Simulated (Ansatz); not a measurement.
# CHGeSi (doublet): from Hartree-Fock to the top rungs, cc-pVDZ

The task here is to estimate one member of a computed series from the others.

Computed with Ansatz 0.2.0, Gaussian basis. Level: cc-pVDZ, core rule «outside noble gas», up to 20 orbitals frozen.

To be run: UHF; CCSD(T) on ROHF; BCCD(T) on ROHF; CISD; CCSDT(Q) on ROHF; CCSDT(Q) on UHF; CASSCF and MRCISD+Q, 9 electrons in 9 orbitals; CASSCF and NEVPT2, 9 electrons in 9 orbitals.

34 further runs of the same task are left out: 21 that didn't finish, 13 set aside as unsound or not needed.

### What is computed

The geometry is a PBE0/def2-TZVP stationary point (not a proven minimum). No spin-orbit coupling is included. The filled d shell of Ge may be among the frozen orbitals whatever the setting's name suggests; the logs give the count.

4 atoms, charge 0, spin multiplicity 2.

Atoms are counted from 1 here; the program's logs count them from 0.

Bond lengths: C1–Ge2 1.786 Å, C1–Si3 1.694 Å, Ge2–H4 1.574 Å. Angles: Ge2–C1–Si3 163.7°, C1–Ge2–H4 113.2°.

The first run:

in.yaml

```yaml
crystal:
  periodic: [false, false, false]
  atoms:
    - {symbol: C, position_ang: [-0.000030, 0.142670, -0.671212]}
    - {symbol: Ge, position_ang: [-0.000001, 0.412807, 1.094214]}
    - {symbol: Si, position_ang: [0.000004, 0.367660, -2.349928]}
    - {symbol: H, position_ang: [0.000028, -0.923136, 1.926926]}
basis:
  gaussian: {orbitals: cc-pVDZ}
magnetization: {spin_polarized: true, initial_magnetization: 1}
hamiltonian: {xc: hf}
output: {orbitals: {seedname: orbitals}}
```

On the command line:

```bash
> ansatz run in.yaml --threads 1 --pin off --events-out ev --progress --plain --max-ram 2393MiB
```

Steps of the session up to this table: UHF; CCSD(T) on ROHF; BCCD(T) on ROHF; CISD; CCSDT(Q) on ROHF; CCSDT(Q) on UHF; CASSCF and MRCISD+Q, 9 electrons in 9 orbitals; CASSCF and NEVPT2, 9 electrons in 9 orbitals.

One table of the session follows, with a row left open; its other results are not shown here.

| method | from RCCSDT(Q) (kcal/mol) |
| --- | --- |
| ROHF | +210.13 |
| RMP2 | +40.04 |
| RCCSD | +14.52 |
| RCCSD(T) | +3.21 |
| BCCD(T) | +2.41 |
| RCCSDT | ? |
| RCCSDT(Q) | 0 |

Estimate the missing values for RCCSDT.

The run gave: from RCCSDT(Q) (kcal/mol): +1.44. In the column «from RCCSDT(Q) (kcal/mol)» it lies between RCCSDT(Q) (0) and BCCD(T) (+2.41).

Not comparable, so not listed: CISD; CCSDT(Q) on UHF (they don't share determinant, frozen orbitals or solution with the rows shown, or repeat one).

Left out of the table: CASSCF frontier, NEVPT2 frontier, MRCISD frontier, MRCISD+Q frontier (the active space lost an orbital or holds another state than full CI finds).

To keep in mind: Warnings in the runs' records: passed over end.
